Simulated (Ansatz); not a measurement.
**MgBr2: a ladder of functionals and wavefunction methods**

The task here is to estimate one member of a computed series from the others.

Method: functionals in def2-TZVPP, the program's frozen cores in correlated methods; program: Ansatz 0.2.0, Gaussian basis.

The runs, in order: LDA (SPW92), PBE-D4, revPBE-D4, BLYP-D4, r2SCAN-D4, B97M-V, PBE0-D4, B3LYP-D4, r2SCANh-D4, r2SCAN0-D4, HSE06-D4, BHLYP-D4, CAM-B3LYP-D4, LC-ωPBE, ωB97X-V, ωB97M-V, B2PLYP, PBE-QIDH; CCSD(T)/def2-SVP; CCSD(T)/def2-TZVPP; MP2/def2-QZVPP; extrapolation to the limit; RPA on PBE.

### The relaxed structure

The geometry comes from an earlier relaxation with PBE0-D4 in a triple-zeta def2 set; it is a stationary point.

SMILES `[Br][Mg][Br]`, 3 atoms, charge 0, spin multiplicity 1.

Atoms are counted from 1 here; the program's logs count them from 0.

Bond lengths: Br1–Mg2 2.320 Å, Mg2–Br3 2.320 Å. Angles: Br1–Mg2–Br3 179.9°.

As a file:

```
atom     x (Å)     y (Å)     z (Å)
 Br1  -1.91289   0.88893  -0.95696
 Mg2  -0.00345  -0.02042  -0.00377
 Br3   1.90535  -0.93321   0.94742
```

Set-up of the first run:

The input, in.yaml:

```yaml
crystal:
  periodic: [false, false, false]
  atoms:
    - {symbol: Br, position_ang: [-1.912894, 0.888934, -0.956958]}
    - {symbol: Mg, position_ang: [-0.003452, -0.020421, -0.003765]}
    - {symbol: Br, position_ang: [1.905347, -0.933213, 0.947424]}
basis:
  gaussian: {orbitals: def2-TZVPP}
hamiltonian: {xc: lda}
output: {orbitals: {seedname: orbitals}}
```

Run with:

```bash
> ansatz run in.yaml --threads 4 --pin off --events-out ev --progress --plain --max-ram 10444MiB
```

Among the steps run: LDA; PBE-D4 (GGA); revPBE-D4 (GGA); BLYP-D4 (GGA); r2SCAN-D4 (meta-GGA); B97M-V (meta-GGA); PBE0-D4 (hybrid); B3LYP-D4 (hybrid); r2SCANh-D4 (hybrid); r2SCAN0-D4 (hybrid); HSE06-D4 (hybrid); BHLYP-D4 (hybrid); CAM-B3LYP-D4 (range-separated); LC-ωPBE (range-separated); ωB97X-V (range-separated); ωB97M-V (range-separated); B2PLYP (double hybrid); PBE-QIDH (double hybrid).

One of the session's tables, all rows but one given; the rest of the session is left out.

It belongs to the step «Frontier levels by functional». 

| functional | HOMO (eV) | LUMO (eV) | gap (eV) |
| --- | --- | --- | --- |
| LDA (SPW92) | ? | ? | ? |
| PBE-D4 | -7.21 | -2.57 | 4.64 |
| revPBE-D4 | -7.15 | -2.41 | 4.74 |
| BLYP-D4 | -7.03 | -2.53 | 4.50 |
| r2SCAN-D4 | -7.54 | -2.12 | 5.42 |
| B97M-V | -7.55 | -2.43 | 5.12 |
| PBE0-D4 | -8.47 | -1.86 | 6.61 |
| B3LYP-D4 | -8.20 | -2.14 | 6.06 |
| r2SCANh-D4 | -8.00 | -1.91 | 6.09 |
| r2SCAN0-D4 | -8.69 | -1.61 | 7.08 |
| HSE06-D4 | -8.07 | -2.22 | 5.86 |
| BHLYP-D4 | -9.56 | -1.26 | 8.30 |
| CAM-B3LYP-D4 | -9.79 | -1.10 | 8.69 |
| LC-ωPBE | -11.20 | 0.05 | 11.25 |
| ωB97X-V | -10.83 | -0.12 | 10.71 |
| ωB97M-V | -10.68 | -0.43 | 10.25 |

**Question.** Estimate the row for LDA (SPW92).

The run gave: HOMO (eV): -7.39; LUMO (eV): -2.85; gap (eV): 4.54. In the column «HOMO (eV)» it lies between r2SCAN-D4 (-7.54) and PBE-D4 (-7.21).
